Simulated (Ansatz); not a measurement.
I need a single point from an input written key by key of B₂ClFH₃P, SMILES BPB(F)Cl. Use the Ansatz DFT code, driven from Python. Level of theory: r2SCAN, cc-pVDZ basis, multiplicity 1.

| atom | x (Å) | y (Å) | z (Å) |
| --- | --- | --- | --- |
| B | -0.1114 | 0.3131 | 1.4132 |
| P | 0.6321 | -1.0462 | 0.3395 |
| B | 0.3010 | -0.1307 | -1.3480 |
| F | -0.8544 | -0.2778 | -2.0228 |
| Cl | 1.5164 | 1.1621 | -1.9083 |
| H | -1.3289 | 0.3858 | 1.5699 |
| H | 0.4924 | 1.3328 | 1.6460 |
| H | -0.5551 | -1.7963 | 0.2547 |

Script `run_deck.py`:
```python
"""B2ClFH3P through the session interface."""

import ansatz as az


def main() -> None:
    deck = {
        "crystal": {
            "periodic": [False, False, False],
            "atoms": [
                {"symbol": "B", "position_ang": [-0.1114, 0.3131, 1.4132]},
                {"symbol": "P", "position_ang": [0.6321, -1.0462, 0.3395]},
                {"symbol": "B", "position_ang": [0.301, -0.1307, -1.348]},
                {"symbol": "F", "position_ang": [-0.8544, -0.2778, -2.0228]},
                {"symbol": "Cl", "position_ang": [1.5164, 1.1621, -1.9083]},
                {"symbol": "H", "position_ang": [-1.3289, 0.3858, 1.5699]},
                {"symbol": "H", "position_ang": [0.4924, 1.3328, 1.646]},
                {"symbol": "H", "position_ang": [-0.5551, -1.7963, 0.2547]},
            ],
        },
        "basis": {"gaussian": {"orbitals": "cc-pVDZ"}},
        "hamiltonian": {"xc": "r2scan"},
    }
    session = az.Session.from_dict(deck)
    rep = session.plan(threads=1).execute().report

    print(f"E = {rep['free_energy_ev']:.6f} eV = {rep['free_energy_ev'] / 27.211386246:.7f} Ha")
    print("converged:", rep["converged"], " doubts:", rep["published_state_doubts"] or "none")
    symbols = ["B", "P", "B", "F", "Cl", "H", "H", "H"]
    state = rep["mean_field"]["state"]
    print(f"mean field: {state['energy']['hartree']:.7f} Ha, <S^2> = {abs(state['spin_squared']):.4f}, stability: {state.get('stability', {}).get('kind')}")


if __name__ == "__main__":
    main()
```

```console
$ python run_deck.py
E = -25928.177632 eV = -952.8429532 Ha
converged: True  doubts: none
mean field: -952.8429532 Ha, <S^2> = 0.0000, stability: minimum
```

Caveats:
- Total energies depend on the basis set; only differences at equal settings carry meaning.
- The geometry is a force-field or estimated start, not a minimum of this method, and the basis set is short of its limit.
- Finished in 6.2 s on 1 thread of Arm Neoverse V2, with other jobs on the host, peak memory 0.19 GiB.
